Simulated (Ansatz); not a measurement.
# CH₈GaN: search for a transition state, part 2 of 3

Ansatz 0.2.0, Gaussian basis; PBE0-D4. Earlier steps stand in the parts before.

## 7. Relaxing after a step of 0.30 Å one way along the mode

Input file downa/in.yaml:

```yaml
crystal:
  periodic: [false, false, false]
  atoms:
    - {symbol: Ga, position_ang: [-0.564033, -0.277917, -0.961734]}
    - {symbol: N, position_ang: [0.960688, 1.007693, -0.487554]}
    - {symbol: H, position_ang: [-0.003714, -1.498655, -1.769565]}
    - {symbol: H, position_ang: [-1.877233, 0.524301, -1.258877]}
    - {symbol: H, position_ang: [0.641295, 0.510428, 0.310822]}
    - {symbol: C, position_ang: [-0.386069, -0.637555, 1.132566]}
    - {symbol: H, position_ang: [0.791153, 2.011873, -0.566492]}
    - {symbol: H, position_ang: [1.888265, 0.821444, -0.869008]}
    - {symbol: H, position_ang: [0.470961, -1.168350, 1.583637]}
    - {symbol: H, position_ang: [-1.167924, -1.376803, 1.002588]}
    - {symbol: H, position_ang: [-0.753288, 0.083440, 1.883617]}
basis:
  gaussian: {orbitals: def2-TZVP}
hamiltonian: {xc: pbe0, dispersion: d4}
relax: {f_tol: 0.005, max_steps: 200}
```

The run is started by

```bash
ansatz run in.yaml --threads 4 --pin off --events-out ev --progress --plain --max-ram 9574MiB
```

Standard output:

```text
Functional definition: PBE0
  name "PBE0"
  cite "Adamo & Barone, J. Chem. Phys. 110, 6158 (1999) doi:10.1063/1.478522"
  cite "Perdew, Burke & Ernzerhof, Phys. Rev. Lett. 77, 3865 (1996) doi:10.1103/PhysRevLett.77.3865"
  parent pbe
  parameter a = 0.25
  parameter kappa = 0.804
  parameter beta = 0.06672455060314922
  exchange = (1 - a)*pbe_x(kappa = kappa, mu = beta*pi^2/3) + a*exact_x
  correlation = pbe_c(beta = beta)
1100 factors; their error is unknown
mean field evaluation 1: about -55015.1612 eV, gradient 7.3e1 eV
mean field evaluation 2: about -55006.0210 eV, gradient 9.3e1 eV
mean field evaluation 4: about -55025.4222 eV, gradient 3.2e0 eV
mean field evaluation 8: about -55025.4423 eV, gradient 3.5e-2 eV
mean field evaluation 16: about -55025.6223 eV, gradient 5.1e-5 eV
mean field -55025.62232408 eV, -2022.1543227037 hartree, gradient 5.1e-5 eV, S^2 0.000000; 0 other end points of the search recorded, 0 dependent functions left out
the calculation of the forces begins
reference -55025.62235753 eV, -2022.1543239327 hartree; 26, 26 occupied and 132, 132 virtual orbitals, 1100 factors
relax step   1: F+E_penalty+E_count = -55025.77820514 eV  Δ(F+E_penalty+E_count) = +0.000e0 eV  max|allowed force component| = 3.362e0 eV/Å  Δτ_max = 0.0000 Å  (26 SCF iters, accepted)
these checks for a lower state are left out or cut short: starts, cluster_reference, orbital_swaps, neighbouring_geometries, increment
1100 factors; their error is unknown
mean field -55026.17336014 eV, -2022.1745729054 hartree, gradient 8.7e-6 eV, S^2 0.000000; 0 other end points of the search recorded, 0 dependent functions left out
the calculation of the forces begins
reference -55026.17339391 eV, -2022.1745741464 hartree; 26, 26 occupied and 132, 132 virtual orbitals, 1100 factors
relax step   2: F+E_penalty+E_count = -55026.32784327 eV  Δ(F+E_penalty+E_count) = -5.496e-1 eV  max|allowed force component| = 1.005e0 eV/Å  Δτ_max = 0.1984 Å  (29 SCF iters, accepted)
these checks for a lower state are left out or cut short: starts, cluster_reference, orbital_swaps, neighbouring_geometries, increment
1100 factors; their error is unknown
mean field -55026.44965805 eV, -2022.1847266660 hartree, gradient 1.8e-5 eV, S^2 0.000000; 0 other end points of the search recorded, 0 dependent functions left out
the calculation of the forces begins
reference -55026.44969158 eV, -2022.1847278983 hartree; 26, 26 occupied and 132, 132 virtual orbitals, 1100 factors
relax step   3: F+E_penalty+E_count = -55026.60233399 eV  Δ(F+E_penalty+E_count) = -2.745e-1 eV  max|allowed force component| = 7.164e-1 eV/Å  Δτ_max = 0.2000 Å  (28 SCF iters, accepted)
[... from here on, the SCF cycles and remarks between the steps are left out ...]
relax step   4: F+E_penalty+E_count = -55026.82450152 eV  Δ(F+E_penalty+E_count) = -2.222e-1 eV  max|allowed force component| = 4.842e-1 eV/Å  Δτ_max = 0.2000 Å  (28 SCF iters, accepted)
relax step   5: F+E_penalty+E_count = -55026.92677473 eV  Δ(F+E_penalty+E_count) = -1.023e-1 eV  max|allowed force component| = 4.228e-1 eV/Å  Δτ_max = 0.2000 Å  (28 SCF iters, accepted)
relax step   6: F+E_penalty+E_count = -55026.95963672 eV  Δ(F+E_penalty+E_count) = -3.286e-2 eV  max|allowed force component| = 1.694e-1 eV/Å  Δτ_max = 0.1652 Å  (28 SCF iters, accepted)
relax step   7: F+E_penalty+E_count = -55026.96873511 eV  Δ(F+E_penalty+E_count) = -9.098e-3 eV  max|allowed force component| = 8.710e-2 eV/Å  Δτ_max = 0.0891 Å  (28 SCF iters, accepted)
relax step   8: F+E_penalty+E_count = -55026.95580930 eV  Δ(F+E_penalty+E_count) = +1.293e-2 eV  max|allowed force component| = 3.176e-1 eV/Å  Δτ_max = 0.0795 Å  (28 SCF iters, rejected (line search))
relax step   9: F+E_penalty+E_count = -55026.97128383 eV  Δ(F+E_penalty+E_count) = -2.549e-3 eV  max|allowed force component| = 3.534e-2 eV/Å  Δτ_max = 0.0397 Å  (28 SCF iters, accepted)
relax step  10: F+E_penalty+E_count = -55026.97146825 eV  Δ(F+E_penalty+E_count) = -1.844e-4 eV  max|allowed force component| = 1.539e-2 eV/Å  Δτ_max = 0.0096 Å  (29 SCF iters, accepted)
relax step  11: F+E_penalty+E_count = -55026.97159008 eV  Δ(F+E_penalty+E_count) = -1.218e-4 eV  max|allowed force component| = 4.296e-3 eV/Å  Δτ_max = 0.0163 Å  (29 SCF iters, accepted)
relax step  12: F+E_penalty+E_count = -55026.97167869 eV  Δ(F+E_penalty+E_count) = -8.860e-5 eV  max|allowed force component| = 9.776e-3 eV/Å  Δτ_max = 0.0207 Å  (28 SCF iters, accepted)
relax step  13: F+E_penalty+E_count = -55026.97104444 eV  Δ(F+E_penalty+E_count) = +6.342e-4 eV  max|allowed force component| = 1.503e-1 eV/Å  Δτ_max = 0.0795 Å  (28 SCF iters, rejected (line search))
relax step  14: F+E_penalty+E_count = -55026.96708221 eV  Δ(F+E_penalty+E_count) = +4.596e-3 eV  max|allowed force component| = 1.288e-1 eV/Å  Δτ_max = 0.0374 Å  (30 SCF iters, rejected (line search))
relax step  15: F+E_penalty+E_count = -55026.97182821 eV  Δ(F+E_penalty+E_count) = -1.495e-4 eV  max|allowed force component| = 2.958e-3 eV/Å  Δτ_max = 0.0187 Å  (28 SCF iters, accepted)
relax step  16: F+E_penalty+E_count = -55026.97125693 eV  Δ(F+E_penalty+E_count) = +5.713e-4 eV  max|allowed force component| = 2.002e-1 eV/Å  Δτ_max = 0.0991 Å  (27 SCF iters, rejected (line search))
relax step  17: F+E_penalty+E_count = -55026.97208753 eV  Δ(F+E_penalty+E_count) = -2.593e-4 eV  max|allowed force component| = 5.413e-3 eV/Å  Δτ_max = 0.0300 Å  (28 SCF iters, accepted)
relax step  18: F+E_penalty+E_count = -55026.97245017 eV  Δ(F+E_penalty+E_count) = -3.626e-4 eV  max|allowed force component| = 5.487e-2 eV/Å  Δτ_max = 0.0443 Å  (28 SCF iters, accepted)
relax step  19: F+E_penalty+E_count = -55026.97256433 eV  Δ(F+E_penalty+E_count) = -1.142e-4 eV  max|allowed force component| = 1.323e-1 eV/Å  Δτ_max = 0.0475 Å  (28 SCF iters, accepted)
relax step  20: F+E_penalty+E_count = -55026.97343859 eV  Δ(F+E_penalty+E_count) = -8.743e-4 eV  max|allowed force component| = 7.597e-2 eV/Å  Δτ_max = 0.0225 Å  (29 SCF iters, accepted)
relax step  21: F+E_penalty+E_count = -55026.97454470 eV  Δ(F+E_penalty+E_count) = -1.106e-3 eV  max|allowed force component| = 9.562e-2 eV/Å  Δτ_max = 0.0741 Å  (27 SCF iters, accepted)
relax step  22: F+E_penalty+E_count = -55026.95229801 eV  Δ(F+E_penalty+E_count) = +2.225e-2 eV  max|allowed force component| = 7.425e-1 eV/Å  Δτ_max = 0.1983 Å  (27 SCF iters, rejected (line search))
relax step  23: F+E_penalty+E_count = -55026.97057110 eV  Δ(F+E_penalty+E_count) = +3.974e-3 eV  max|allowed force component| = 1.538e-1 eV/Å  Δτ_max = 0.0959 Å  (28 SCF iters, rejected (line search))
relax step  24: F+E_penalty+E_count = -55026.97633137 eV  Δ(F+E_penalty+E_count) = -1.787e-3 eV  max|allowed force component| = 2.722e-2 eV/Å  Δτ_max = 0.0479 Å  (28 SCF iters, accepted)
relax step  25: F+E_penalty+E_count = -55026.97747796 eV  Δ(F+E_penalty+E_count) = -1.147e-3 eV  max|allowed force component| = 1.729e-1 eV/Å  Δτ_max = 0.0976 Å  (27 SCF iters, accepted)
relax step  26: F+E_penalty+E_count = -55026.97935576 eV  Δ(F+E_penalty+E_count) = -1.878e-3 eV  max|allowed force component| = 6.548e-2 eV/Å  Δτ_max = 0.0277 Å  (30 SCF iters, accepted)
relax step  27: F+E_penalty+E_count = -55026.98149536 eV  Δ(F+E_penalty+E_count) = -2.140e-3 eV  max|allowed force component| = 8.076e-3 eV/Å  Δτ_max = 0.0733 Å  (27 SCF iters, accepted)
relax step  28: F+E_penalty+E_count = -55026.95685841 eV  Δ(F+E_penalty+E_count) = +2.464e-2 eV  max|allowed force component| = 8.506e-1 eV/Å  Δτ_max = 0.1993 Å  (27 SCF iters, rejected (line search))
relax step  29: F+E_penalty+E_count = -55026.98257211 eV  Δ(F+E_penalty+E_count) = -1.077e-3 eV  max|allowed force component| = 2.167e-2 eV/Å  Δτ_max = 0.0459 Å  (28 SCF iters, accepted)
relax step  30: F+E_penalty+E_count = -55026.98194841 eV  Δ(F+E_penalty+E_count) = +6.237e-4 eV  max|allowed force component| = 2.538e-1 eV/Å  Δτ_max = 0.0976 Å  (28 SCF iters, rejected (line search))
relax step  31: F+E_penalty+E_count = -55026.98268696 eV  Δ(F+E_penalty+E_count) = -1.149e-4 eV  max|allowed force component| = 6.456e-2 eV/Å  Δτ_max = 0.0488 Å  (28 SCF iters, accepted)
relax step  32: F+E_penalty+E_count = -55026.98424866 eV  Δ(F+E_penalty+E_count) = -1.562e-3 eV  max|allowed force component| = 7.358e-2 eV/Å  Δτ_max = 0.0484 Å  (28 SCF iters, accepted)
relax step  33: F+E_penalty+E_count = -55026.98478272 eV  Δ(F+E_penalty+E_count) = -5.341e-4 eV  max|allowed force component| = 1.013e-1 eV/Å  Δτ_max = 0.0410 Å  (27 SCF iters, accepted)
relax step  34: F+E_penalty+E_count = -55026.98529437 eV  Δ(F+E_penalty+E_count) = -5.117e-4 eV  max|allowed force component| = 8.301e-2 eV/Å  Δτ_max = 0.0308 Å  (28 SCF iters, accepted)
relax step  35: F+E_penalty+E_count = -55026.98582747 eV  Δ(F+E_penalty+E_count) = -5.331e-4 eV  max|allowed force component| = 5.344e-2 eV/Å  Δτ_max = 0.0391 Å  (27 SCF iters, accepted)
relax step  36: F+E_penalty+E_count = -55026.98613049 eV  Δ(F+E_penalty+E_count) = -3.030e-4 eV  max|allowed force component| = 4.212e-2 eV/Å  Δτ_max = 0.0393 Å  (28 SCF iters, accepted)
relax step  37: F+E_penalty+E_count = -55026.98624092 eV  Δ(F+E_penalty+E_count) = -1.104e-4 eV  max|allowed force component| = 4.316e-2 eV/Å  Δτ_max = 0.0304 Å  (28 SCF iters, accepted)
relax step  38: F+E_penalty+E_count = -55026.98631546 eV  Δ(F+E_penalty+E_count) = -7.454e-5 eV  max|allowed force component| = 1.042e-2 eV/Å  Δτ_max = 0.0135 Å  (29 SCF iters, accepted)
relax step  39: F+E_penalty+E_count = -55026.98632292 eV  Δ(F+E_penalty+E_count) = -7.454e-6 eV  max|allowed force component| = 1.912e-2 eV/Å  Δτ_max = 0.0071 Å  (30 SCF iters, accepted)
these checks for a lower state are left out or cut short: starts, cluster_reference, orbital_swaps, neighbouring_geometries, increment
1100 factors; their error is unknown
mean field evaluation 288: about -55026.8366 eV, gradient 2.7e-3 eV
mean field -55026.83660694 eV, -2022.1989467757 hartree, gradient 9.2e-6 eV, S^2 0.000000; 0 other end points of the search recorded, 0 dependent functions left out
the calculation of the forces begins
reference -55026.83664090 eV, -2022.1989480234 hartree; 26, 26 occupied and 132, 132 virtual orbitals, 1100 factors
relax step  40: F+E_penalty+E_count = -55026.98635789 eV  Δ(F+E_penalty+E_count) = -3.497e-5 eV  max|allowed force component| = 2.640e-4 eV/Å  Δτ_max = 0.0030 Å  (30 SCF iters, accepted)
1100 factors; their error is unknown
mean field -55026.83660694 eV, -2022.1989467757 hartree, gradient 3.0e-5 eV, S^2 0.000000; 1 other end points of the search recorded, 0 dependent functions left out
the calculation of the forces begins
reference -55026.83664090 eV, -2022.1989480234 hartree; 26, 26 occupied and 132, 132 virtual orbitals, 1100 factors
Total energy: -55026.98639184 eV, -2022.2044512691 hartree
Atom 0 at    -0.489657    -0.431604    -0.718066 Å, force     0.000035    -0.000004    -0.000105 eV/Å
Atom 1 at     1.051091     1.079220    -0.568596 Å, force    -0.000172    -0.000027    -0.000218 eV/Å
Atom 2 at     0.324437    -1.471132    -1.598492 Å, force     0.000237     0.000138     0.000043 eV/Å
Atom 3 at    -1.577340     0.454902    -1.459385 Å, force     0.000080     0.000090    -0.000082 eV/Å
Atom 4 at     1.878320     0.711687    -0.112853 Å, force    -0.000062    -0.000201    -0.000170 eV/Å
Atom 5 at    -0.758516    -0.836660     1.210259 Å, force     0.000176    -0.000178     0.000264 eV/Å
Atom 6 at     0.725456     1.879670    -0.039147 Å, force     0.000023    -0.000014     0.000226 eV/Å
Atom 7 at     1.315088     1.398186    -1.493532 Å, force    -0.000033     0.000110    -0.000076 eV/Å
Atom 8 at     0.151958    -1.219153     1.680063 Å, force    -0.000144     0.000001     0.000057 eV/Å
Atom 9 at    -1.527072    -1.605454     1.328536 Å, force    -0.000128     0.000007     0.000098 eV/Å
Atom 10 at    -1.093663     0.040237     1.771213 Å, force    -0.000012     0.000078    -0.000038 eV/Å
Dipole moment:     0.716431     0.697174     0.144764 e Å
```

Run time: 62 s. Hardware: 4 threads of Arm Neoverse V2, shared host.

Relaxation path: (not every step is listed) (the energy doesn't fall at every step)

```
step  energy from step 1 (eV)  largest force component (eV/Å)
   1                   0.0000                          3.3625
   2                  -0.5496                          1.0049
   3                  -0.8241                          0.7164
   4                  -1.0463                          0.4842
   5                  -1.1486                          0.4228
   6                  -1.1814                          0.1694
   7                  -1.1905                          0.0871
   8                  -1.1776                          0.3176
   9                  -1.1931                          0.0353
  11                  -1.1934                          0.0043
  13                  -1.1928                          0.1503
  15                  -1.1936                          0.0030
  17                  -1.1939                          0.0054
  19                  -1.1944                          0.1323
  21                  -1.1963                          0.0956
  23                  -1.1924                          0.1538
  25                  -1.1993                          0.1729
  27                  -1.2033                          0.0081
  29                  -1.2044                          0.0217
  31                  -1.2045                          0.0646
  33                  -1.2066                          0.1013
  35                  -1.2076                          0.0534
  36                  -1.2079                          0.0421
  37                  -1.2080                          0.0432
  38                  -1.2081                          0.0104
  39                  -1.2081                          0.0191
  40                  -1.2082                          0.0003
```

Close pairs (by a distance rule), those that changed most:

```
  bond  before (Å)  after (Å)  change (Å)
Ga1–H5       1.922      2.698      +0.776
Ga1–C6       2.132      1.989      -0.144
Ga1–N2       2.050      2.163      +0.113
 N2–H5       0.993      1.013      +0.020
Ga1–H4       1.567      1.587      +0.020
Ga1–H3       1.567      1.587      +0.020
 C6–H9       1.104      1.094      -0.011
C6–H11       1.104      1.094      -0.010
```

[end of part 2 of 3]
